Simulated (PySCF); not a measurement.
# C6H7F2O: the cost of one run

The runs use PySCF 2.14.0, with density-fitted response routines of our own; the level of theory stands in each step. All values are computed, except where a source is named. Atoms count from 0, in the outputs and in this text.

### Step 1. The molecule as given

16 atoms, charge 1, multiplicity 1; geometry from: GFN2-xTB. The atoms were then displaced at random by about 0.01 Å, so the start is not that level's minimum.

Bonds of the start (Å): F0–C1 1.32, C1–F2 1.34, C1–O3 1.35, O3–C4 1.33, C4–C5 1.41, C5–C6 1.35, C6–C7 1.48, C7–C8 1.52, C8–C4 1.46, C1–H9 1.11, C5–H10 1.09, C6–H11 1.08, C7–H12 1.11, C7–H13 1.09, C8–H14 1.08, C8–H15 1.10.

### Step 2. Optimising the geometry at PBE0-D3(BJ)/def2-SVP

What the job is given:

```
{"job": {"xc": "PBE0", "basis": "def2-SVP", "d3": "d3bj", "grid": 1, "shake": 0.01, "kind": "geom"}, "charge": 1, "multiplicity": 1}
F      2.647820     0.452510     0.828250
C      2.256380    -0.810420     0.868340
F      2.429560    -1.311450    -0.360930
O      0.950240    -0.900010     1.216420
C     -0.019210    -0.339640     0.491480
C     -1.379610    -0.419540     0.851950
C     -2.106700     0.259650    -0.063140
C     -1.262150     0.868450    -1.109020
C      0.145940     0.467630    -0.710010
H      2.855470    -1.356460     1.624070
H     -1.749630    -0.958560     1.723630
H     -3.183810     0.362360    -0.035430
H     -1.449450     1.958300    -1.150010
H     -1.591280     0.512950    -2.090150
H      0.796080     1.317420    -0.565130
H      0.641310    -0.105570    -1.509580
```

Started as:

```
OMP_NUM_THREADS=1 python probes_run.py task.json out
```

One launch serves the whole session: the jobs run in the order shown.

**Question.** How long does this first job take on 1 thread of Intel Xeon Platinum 8488C, shared host, and how much memory does it need?

About 2.2 min, with a peak of 0.67 GiB.
